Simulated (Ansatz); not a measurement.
# HfO₂, space group P4_2/mnm: a convergence test of the plane-wave cutoff

Computed with the Python package of Ansatz (0.2.0).

The cells in order, each with its output:

```python
import ansatz
```

```python
cell = (
    ansatz.Lattice.from_parameters(4.81353299, 4.81353299, 3.20541541, alpha=90, beta=90, gamma=90)
    .space_group(136, hermann_mauguin='P42/mnm')
    .atom('Hf', [0.0, 0.0, 0.0])
    .atom('O', [0.19495512, 0.80504488, 0.5])
)

base = (
    cell.calculation()
    .occupations('fixed')
    .kpoints(6, 6, 8)
    .functional('LDA')
    .stress()
)
```

```python
rows = []
for value in [250, 325, 400, 475, 550]:
    summary = base.basis(value).run(threads=1, pin='off').report
    rows.append((value, summary['free_energy_ev'] / len(summary['lattice']['sites']), summary['n_iterations'], sum(summary['stress_gpa'][i][i] for i in range(3)) / 3, summary['n_pw']))
```

    DeckWarning: basis.ecutwfc = 250 eV is below the records' recommended 420 eV, and the density's cutoff is lower with it unless basis.ecutrho_ratio is high enough to keep the records' density cutoff: compare with a run at a higher cutoff
    DeckWarning: basis.ecutwfc = 325 eV is below the records' recommended 420 eV, and the density's cutoff is lower with it unless basis.ecutrho_ratio is high enough to keep the records' density cutoff: compare with a run at a higher cutoff
    DeckWarning: basis.ecutwfc = 400 eV is below the records' recommended 420 eV, and the density's cutoff is lower with it unless basis.ecutrho_ratio is high enough to keep the records' density cutoff: compare with a run at a higher cutoff

```python
print(' cutoff (eV)   F/atom (eV)    iterations       P (GPa)   plane waves')
for row in rows:
    print(f'{str(row[0]):>12s}  {row[1]:12.5f}  {row[2]:12d}  {row[3]:12.3f}  {row[4]:12d}')
```

     cutoff (eV)   F/atom (eV)    iterations       P (GPa)   plane waves
             250   -5529.35468             7        -2.648           681
             325   -5530.81463             7        -4.051          1009
             400   -5530.96841             7        -3.951          1379
             475   -5530.98197             7        -3.837          1747
             550   -5530.98256             7        -3.839          2145

```python
# differences from the last row
for row in rows[:-1]:
    shift = 1000 * (row[1] - rows[-1][1])
    print(f'{row[0]}: {shift:+.2f} meV/atom' + ('  (within 2 meV)' if abs(shift) < 2 else ''))
```

    250: +1627.88 meV/atom
    325: +167.92 meV/atom
    400: +14.14 meV/atom
    475: +0.58 meV/atom  (within 2 meV)

From 475 eV on it stays within 2 meV an atom of the value at 550 eV; the first row (250 eV) is off by 1627.9 meV and the last but one by 0.58 meV. The energy falls steadily, as expected when plane waves are added. The pressure moves from -2.65 to -3.84 GPa (the program's stress holds a Pulay correction, so it settles early). The last run costs about 2.9 times the first.

Spin is left out of this run. Pressure is positive in compression. Spin-orbit coupling, which matters for elements this heavy, is left out. The structure comes from a database of computed cells and needn't be a stable or known phase. Warnings are shown shortened and without file and line. Shifts are counted from the last row, which is itself no proven limit. Timing: 46 s on 1 thread of Arm Neoverse V1 (shared host), peak memory 0.52 GiB.
